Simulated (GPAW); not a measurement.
# SnO2 (P4_2/mnm) in GPAW: settings compared, part 2 of 2

GPAW 26.7.0. Earlier steps stand in the parts before.

## 3. Band structure, PBE

Input file run.py:

```python
from ase import Atoms
from ase.dft.bandgap import bandgap
from ase.io import write
from ase.units import GPa
from gpaw import GPAW, PW

atoms = Atoms(['Sn', 'Sn', 'O', 'O', 'O', 'O'],
              cell=[[4.738, 0.0, 0.0],
                    [0.0, 4.738, 0.0],
                    [0.0, 0.0, 3.1865]],
              scaled_positions=[[0.0, 0.0, 0.0],
                                [0.5, 0.5, 0.5],
                                [0.3071, 0.3071, 0.0],
                                [0.1929, 0.8071, 0.5],
                                [0.6929, 0.6929, 0.0],
                                [0.8071, 0.1929, 0.5]],
              pbc=True)

calc = GPAW(mode=PW(600),
            xc='PBE',
            kpts={'size': (6, 6, 8), 'gamma': True},
            occupations={'name': 'fermi-dirac', 'width': 0.05},
            nbands=43,
            convergence={'density': 1e-05, 'energy': 1e-05},
            maxiter=150,
            txt='gpaw.txt')
atoms.calc = calc
energy = atoms.get_potential_energy()
forces = atoms.get_forces()
stress = atoms.get_stress()
calc.write('gs.gpw')
write('result.traj', atoms)
print(f'Energy: {energy:.6f} eV')
print('Forces (eV/A):')
print(forces.round(4))
print('Stress (GPa):', (stress / GPa).round(3))
print('Fermi level:', round(calc.get_fermi_level(), 4), 'eV')
print(f'Gap: {bandgap(calc)[0]:.4f} eV, direct: {bandgap(calc, direct=True)[0]:.4f} eV')

path = atoms.cell.bandpath('GXMGZRAZ,XR,MA', npoints=100, eps=1e-4)
bs_calc = calc.fixed_density(kpts=path, symmetry='off', nbands=62,
                             convergence={'bands': 'CBM+6.0', 'eigenstates': 1e-6}, txt='bands.txt')
bs = bs_calc.band_structure()
bs.write('bs.json')
print(f'Gap on the path: {bandgap(bs_calc)[0]:.4f} eV')
```

Potentials or basis: GPAW PAW data sets (gpaw-data 1.2.1), pw.

On the command line:

```console
$ OMP_NUM_THREADS=1 python run.py
```

gpaw.txt:

```text
__  _  _
 | _ |_)|_||  |
 |__||  | ||/\| - 26.7.0

Input parameters:
  mode=PW(ecut=600.0),
  convergence={'density': 1e-05, 'energy': 1e-05},
  kpts=MonkhorstPack(size=(6, 6, 8), gamma=True),
  maxiter=150,
  nbands=43,
  occupations=Occupations(name='fermi-dirac', width=0.05),
  xc=XC(name='PBE')

Diagonalizing LCAO Hamiltonian
Converting LCAO to pw mode
    .-----------.
   /|           |
  / |           |
 *  | O         |
 |  .---Sn-O----.
 | /       O   /
 |/   O       /
 Sn----------*

Atoms  # Å, Bohr magnetons
|   | symbol |        x |        y |        z |    initial magnetic moments |
|---|--------|----------|----------|----------|-----------------------------|
| 0 |     Sn | 0.000000 | 0.000000 | 0.000000 | ( 0.0000,  0.0000,  0.0000) |
| 1 |     Sn | 2.369000 | 2.369000 | 1.593250 | ( 0.0000,  0.0000,  0.0000) |
| 2 |      O | 1.455040 | 1.455040 | 0.000000 | ( 0.0000,  0.0000,  0.0000) |
| 3 |      O | 0.913960 | 3.824040 | 1.593250 | ( 0.0000,  0.0000,  0.0000) |
| 4 |      O | 3.282960 | 3.282960 | 0.000000 | ( 0.0000,  0.0000,  0.0000) |
| 5 |      O | 3.824040 | 0.913960 | 1.593250 | ( 0.0000,  0.0000,  0.0000) |

Unit cell  # Å
| periodic |        x |        y |        z |  lengths |    angles |
|----------|----------|----------|----------|----------|-----------|
|      yes | 4.738000 | 0.000000 | 0.000000 | 4.738000 | 90.000000 |
|      yes | 0.000000 | 4.738000 | 0.000000 | 4.738000 | 90.000000 |
|      yes | 0.000000 | 0.000000 | 3.186500 | 3.186500 | 90.000000 |

Number of symmetries: 8
Symmetry operations  # r_c * U_cc + t_c -> r_c
|   | kind |            matrix            |
|---|------|------------------------------|
| 0 |  E   |  1, 0, 0,  0, 1, 0,  0, 0, 1 |
| 1 |  σ   |  1, 0, 0,  0, 1, 0,  0, 0,-1 |
| 2 |  σ   |  0, 1, 0,  1, 0, 0,  0, 0, 1 |
| 3 |  C2  |  0, 1, 0,  1, 0, 0,  0, 0,-1 |
| 4 |  σ   |  0,-1, 0, -1, 0, 0,  0, 0, 1 |
| 5 |  C2  |  0,-1, 0, -1, 0, 0,  0, 0,-1 |
| 6 |  C2  | -1, 0, 0,  0,-1, 0,  0, 0, 1 |
| 7 |  i   | -1, 0, 0,  0,-1, 0,  0, 0,-1 |

BZ-sampling:
  Number of BZ points: 288
  Number of IBZ points: 65

  Monkhorst-Pack size: [6, 6, 8]
  Monkhorst-Pack shift: [0.08333333333333333, 0.08333333333333333, 0.0625]

K-points  # in reciprocal-cell coordinates
|     |                                coordinates |     weight |
|-----|--------------------------------------------|------------|
|   0 | (  0.00000000,   0.00000000,   0.00000000) | 0.00347222 |
|   1 | (  0.00000000,   0.00000000,   0.12500000) | 0.00694444 |
|   2 | (  0.00000000,   0.00000000,   0.25000000) | 0.00694444 |
|   3 | (  0.00000000,   0.00000000,   0.37500000) | 0.00694444 |
|   4 | (  0.00000000,   0.00000000,   0.50000000) | 0.00347222 |
|   5 | (  0.16666667,  -0.16666667,   0.00000000) | 0.00694444 |
|   6 | (  0.16666667,  -0.16666667,   0.12500000) | 0.01388889 |
|   7 | (  0.16666667,  -0.16666667,   0.25000000) | 0.01388889 |
|   8 | (  0.16666667,  -0.16666667,   0.37500000) | 0.01388889 |
[... 74 lines left out ...]

    Using partial waves for O as LCAO basis

Reference energy: -344184.795819  # eV

eigensolver:
  PPCG
  Converge bands: occupied
  niter=2

density mixing:
  MSR1-Mixer
  Pratt-step length: 0.05
  Maximum mixing coefficient: 0.75
  Old densities: 10
  SVD Regularization: 0.005
  Good broyden scale: 1.0
  Trust region scale: 1.0
  Backstep threshold: 4.0
  History deletion threshold: 6.0
  Fourier metric: weight=20.0, sigma=0.015

occupation numbers:
  Fermi-Dirac:
    width: 0.0500  # eV

poisson solver:
  ecut: 4800.0  # eV

xc functional:
  name: PBE with 2 nearest neighbor stencil

convergence criteria:
[... 6 lines left out ...]
|iter     | |      energy | eigst |  dens |
|---------|-|-------------|-------|-------|
|iter:   1| |  -44.147043 | +0.36 |       |
|iter:   2| |  -42.690387 | -1.36 | -0.87 |
|iter:   3| |  -38.466242 | -0.79 | -0.93 |
|iter:   4| |  -38.433264 | -2.68 | -1.48 |
|iter:   5| |  -38.442206 | -3.31 | -1.80 |
|iter:   6| |  -38.442659 | -4.57 | -2.88 |
|iter:   7| |  -38.442746 | -5.28 | -3.30 |
|iter:   8| |  -38.442722c| -5.87 | -3.51 |
|iter:   9| |  -38.442723c| -7.58c| -4.40 |
|iter:  10| |  -38.442723c| -7.70c| -4.88 |
|iter:  11| |  -38.442723c| -8.24c| -5.49c|

Converged in 11 steps
Energy contributions relative to reference atoms: (reference = -344184.795819)

Energy contributions:
  Kinetic:          78.603984
  Coulomb:         -68.648955
  Zero:             -0.070165
  External:          0.000000
  Xc:              -48.327587
  Entropy:          -0.000000
  Spinorbit:         0.000000
  ----------------------------
  Free energy:     -38.442723
  Extrapolated:    -38.442723

dipole moment: (-15.483193, -15.483193, -28.293235)  # |e|*Ang

Fermi level: 6.741
Eigenvalues  # (at kpt = [0.000, 0.000, 0.000])
| band index |      eig [eV] | occ [0-2] |
|------------|---------------|-----------|
|          0 |       -15.026 |     2.000 |
|        ... |               |           |
|         18 |         2.981 |     2.000 |
|         19 |         4.031 |     2.000 |
|         20 |         4.160 |     2.000 |
|         21 |         4.865 |     2.000 |
|         22 |         4.865 |     2.000 |
|         23 |         5.303 |     2.000 |
[... 8 lines left out ...]
|         32 |        18.211 |     0.000 |
|         33 |        18.211 |     0.000 |
|        ... |               |           |
|         42 |        26.025 |     0.000 |

Gap: 1.311 eV
Transition (v -> c):
  (s=0, k=0, n=25, [0.00, 0.00, 0.00]) -> (s=0, k=0, n=26, [0.00, 0.00, 0.00])
No difference between direct/indirect transitions

Forces  # eV/Ang
|        x |        y |       z |
|----------|----------|---------|
|  0.00000 |  0.00000 | 0.00000 |  # Sn   0
|  0.00000 |  0.00000 | 0.00000 |  # Sn   1
| -0.19283 | -0.19283 | 0.00000 |  # O    2
|  0.17118 | -0.17118 | 0.00000 |  # O    3
|  0.19283 |  0.19283 | 0.00000 |  # O    4
| -0.17118 |  0.17118 | 0.00000 |  # O    5

Stress tensor  # eV/Ang^3
|         x |         y |         z |
|-----------|-----------|-----------|
| -0.023176 | -0.000033 |  0.000000 |
| -0.000033 | -0.023176 |  0.000000 |
|  0.000000 |  0.000000 | -0.039470 |

# Writing to gs.gpw (mode='')
```

stdout:

```text
Energy: -38.442723 eV
Forces (eV/A):
[[ 0.      0.      0.    ]
 [ 0.      0.      0.    ]
 [-0.1928 -0.1928  0.    ]
 [ 0.1712 -0.1712  0.    ]
 [ 0.1928  0.1928  0.    ]
 [-0.1712  0.1712  0.    ]]
Stress (GPa): [-3.713e+00 -3.713e+00 -6.324e+00  0.000e+00  0.000e+00 -5.000e-03]
Fermi level: 6.7415 eV
Gap: 1.3112 eV, direct: 1.3112 eV
Gap on the path: 1.3112 eV
```

Wall time 4.1 min (1 thread of Intel Xeon Platinum 8375C at 2.90GHz (Ice Lake), shared host); peak memory 0.63 GiB.

What came out:

* Free energy: -38.4427 eV
* Pressure: 4.6 GPa
* Largest force: 0.273 eV/Å
* Band gap on the k mesh: 1.31 eV, direct
* Band gap along the path: 1.31 eV, direct

Forces on the atoms (eV/Å):
```
Sn   0.000  0.000  0.000
Sn   0.000  0.000  0.000
O   -0.193 -0.193  0.000
O    0.171 -0.171  0.000
O    0.193  0.193  0.000
O   -0.171  0.171  0.000
```

Levels at the corners of the path, in eV from the valence-band top:
| point | band 24 | band 25 | band 26 | band 27 | band 28 | band 29 |
| --- | --- | --- | --- | --- | --- | --- |
| Γ | -0.77 | -0.77 | 0.00 | 1.31 | 6.18 | 6.37 |
| X | -1.17 | -0.63 | -0.63 | 4.47 | 4.47 | 7.11 |
| M | -1.29 | -0.89 | -0.89 | 4.87 | 4.87 | 7.55 |
| Γ | -0.77 | -0.77 | 0.00 | 1.31 | 6.18 | 6.37 |
| Z | -1.65 | -1.25 | -1.25 | 6.26 | 6.26 | 9.81 |
| R | -1.10 | -0.68 | -0.68 | 6.53 | 6.53 | 8.10 |
| A | -0.97 | -0.83 | -0.83 | 4.96 | 4.96 | 8.91 |
| Z | -1.65 | -1.25 | -1.25 | 6.26 | 6.26 | 9.81 |
| X | -1.17 | -0.63 | -0.63 | 4.47 | 4.47 | 7.11 |
| R | -1.10 | -0.68 | -0.68 | 6.53 | 6.53 | 8.10 |
| M | -1.29 | -0.89 | -0.89 | 4.87 | 4.87 | 7.55 |
| A | -0.97 | -0.83 | -0.83 | 4.96 | 4.96 | 8.91 |

Caveat: the cutoff is short for stress and forces, so pressures can be off by a GPa or more; spin-orbit coupling is left out, which moves the levels of the heavy elements. PBE gaps usually lie below the measured ones, often by a third to a half.

## 4. Band structure, GLLB-SC

run.py: that of step 3 with these lines changed.

```diff
@@ -3,3 +3,2 @@
 from ase.io import write
-from ase.units import GPa
 from gpaw import GPAW, PW
@@ -19,3 +18,3 @@
 calc = GPAW(mode=PW(600),
-            xc='PBE',
+            xc='GLLBSC',
             kpts={'size': (6, 6, 8), 'gamma': True},
@@ -28,10 +27,4 @@
 energy = atoms.get_potential_energy()
-forces = atoms.get_forces()
-stress = atoms.get_stress()
 calc.write('gs.gpw')
 write('result.traj', atoms)
-print(f'Energy: {energy:.6f} eV')
-print('Forces (eV/A):')
-print(forces.round(4))
-print('Stress (GPa):', (stress / GPa).round(3))
 print('Fermi level:', round(calc.get_fermi_level(), 4), 'eV')
@@ -39,3 +32,3 @@
 
-path = atoms.cell.bandpath('GXMGZRAZ,XR,MA', npoints=100, eps=1e-4)
+path = atoms.cell.bandpath('GXMGZRAZ,XR,MA', npoints=80, eps=1e-4)
 bs_calc = calc.fixed_density(kpts=path, symmetry='off', nbands=62,
@@ -45 +38,7 @@
 print(f'Gap on the path: {bandgap(bs_calc)[0]:.4f} eV')
+
+homo, lumo = bs_calc.get_homo_lumo()
+response = calc.hamiltonian.xc.response
+dxc_pot = response.calculate_discontinuity_potential(homo, lumo)
+ks_gap, dxc = bs_calc.hamiltonian.xc.response.calculate_discontinuity(dxc_pot)
+print(f'Kohn-Sham gap {ks_gap:.4f} eV, discontinuity {dxc:.4f} eV, gap {ks_gap + dxc:.4f} eV')
```

Potentials or basis: the program's PAW data sets (release 1.2.1) made for this functional, pw.

On the command line:

```console
$ OMP_NUM_THREADS=1 python run.py
```

Run time: 5.2 min. Hardware: 1 thread of Intel Xeon Platinum 8375C at 2.90GHz (Ice Lake), shared host; peak memory 0.58 GiB.

It converged, with:

```
Band gap on the k mesh with the derivative discontinuity : 3.40 eV
Band gap of the Kohn-Sham levels                         : 2.49 eV
Derivative discontinuity                                 : 0.91 eV
```

Levels at the corners of the path, in eV from the valence-band top:
| point | band 22 | band 23 | band 24 | band 25 | band 26 | band 27 | band 28 | band 29 | band 30 |
| --- | --- | --- | --- | --- | --- | --- | --- | --- | --- |
| Γ | -0.82 | -0.82 | -0.60 | -0.60 | 0.00 | 2.49 | 7.52 | 7.86 | 7.86 |
| X | -1.58 | -0.78 | -0.78 | -0.48 | -0.48 | 5.52 | 5.52 | 8.57 | 8.57 |
| M | -1.59 | -0.89 | -0.89 | -0.80 | -0.80 | 6.01 | 6.01 | 8.76 | 8.76 |
| Γ | -0.82 | -0.82 | -0.60 | -0.60 | 0.00 | 2.49 | 7.52 | 7.86 | 7.86 |
| Z | -2.00 | -1.45 | -1.45 | -1.10 | -1.10 | 7.38 | 7.38 | 11.01 | 11.01 |
| R | -1.43 | -0.96 | -0.96 | -0.36 | -0.36 | 7.65 | 7.65 | 9.43 | 9.43 |
| A | -1.87 | -0.79 | -0.79 | -0.75 | -0.75 | 6.23 | 6.23 | 10.19 | 10.19 |
| Z | -2.00 | -1.45 | -1.45 | -1.10 | -1.10 | 7.38 | 7.38 | 11.01 | 11.01 |
| X | -1.58 | -0.78 | -0.78 | -0.48 | -0.48 | 5.52 | 5.52 | 8.57 | 8.57 |
| R | -1.43 | -0.96 | -0.96 | -0.36 | -0.36 | 7.65 | 7.65 | 9.43 | 9.43 |
| M | -1.59 | -0.89 | -0.89 | -0.80 | -0.80 | 6.01 | 6.01 | 8.76 | 8.76 |
| A | -1.87 | -0.79 | -0.79 | -0.75 | -0.75 | 6.23 | 6.23 | 10.19 | 10.19 |

Caveat: the GLLB-SC gap is the Kohn-Sham gap of the path plus the derivative discontinuity; a model potential gives levels but no total energy; spin-orbit coupling is left out, which moves the levels of the heavy elements.

## 5. Overview

| level | potentials or basis | band points | gap on the mesh (eV) | pressure (GPa) | largest force (eV/Å) |
| --- | --- | --- | --- | --- | --- |
| LDA | the program's PAW data sets (release 1.2.1) made for this functional, pw | 60 | 1.16 | -8.0 | 0.12 |
| PBE | GPAW PAW data sets (gpaw-data 1.2.1), pw | 100 | 1.31 | 4.6 | 0.27 |
| GLLB-SC | the program's PAW data sets (release 1.2.1) made for this functional, pw | 80 | 3.40 | - | - |

Alike in all rows: task band structure; no spin polarisation; cell as given; k mesh 6 × 6 × 8; cutoff (eV) 600; smearing fermi-dirac 0.05 eV.

Caveats: spin-orbit coupling is left out, which moves the levels of the heavy elements; the cutoff is short for stress and forces, so pressures can be off by a GPa or more (some runs); the GLLB-SC gap is the Kohn-Sham gap of the path plus the derivative discontinuity (some runs); a model potential gives levels but no total energy (some runs).

Absolute energies hang on the potentials; compare differences alone.
